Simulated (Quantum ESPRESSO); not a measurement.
**CsPbBr3 under changes of volume**

One of the cells (40.452 Å³/atom); the others are scaled copies at fixed shape and fractional positions:

```
Pb Cs Br
1.0
     5.87000    0.00000    0.00000
     0.00000    5.87000    0.00000
     0.00000    0.00000    5.87000
Pb Cs Br
1 1 3
Cartesian
  2.9350 2.9350 2.9350
  0.0000 0.0000 0.0000
  2.9350 2.9350 0.0000
  2.9350 0.0000 2.9350
  0.0000 2.9350 2.9350
```

Measurements of this composition are mostly on another form, of space group No. 62.

| Quantity | Value |
| --- | --- |
| Program | Quantum ESPRESSO 7.5 |
| Functional | LDA |
| Potentials or basis | GBRV 1.5 LDA |
| Cutoff | 612 eV |
| Density cutoff | 4898 eV |
| k mesh | 5 × 5 × 5 |
| Occupations | fermi-dirac, width 0.05 eV |
| Spin | no spin polarisation |

```csv
volume (Å³/atom),energy over the lowest point (meV/atom),pressure (GPa),gap on the mesh (eV)
38.025,0.00,0.1,2.45
38.834,0.64,-0.4,2.48
39.643,3.76,-0.9,2.52
40.452,9.07,-1.3,2.55
41.261,?,?,?
42.070,25.37,-2.0,2.60
42.880,35.87,-2.3,2.62
```

What does the run at 41.261 Å³/atom give?

Energy over the lowest point 16.37 meV/atom; pressure -1.7 GPa; gap on the mesh 2.57 eV.

Worked out: A Birch-Murnaghan fit of order 3 (a polynomial in V^(-2/3)) to the other rows has its minimum at 38.24 Å³/atom with B0 = V·E''(V) = 26 GPa and B' = 4.9. It gives 16.36 meV/atom at 41.261 Å³/atom, against the run's 16.37, and -dE/dV = -1.6 GPa, against -1.7. A straight line through the other rows of the gap, of slope 1.43 eV per unit of ln V (its deformation potential), gives 2.57 eV, against the run's 2.57.

Energies are extrapolated to zero smearing.

Caveats: spin-orbit coupling is left out, which as a rule narrows the gap of such compounds by several tenths of an eV; an odd mesh through Γ misses points on the zone boundary, where band edges often lie.
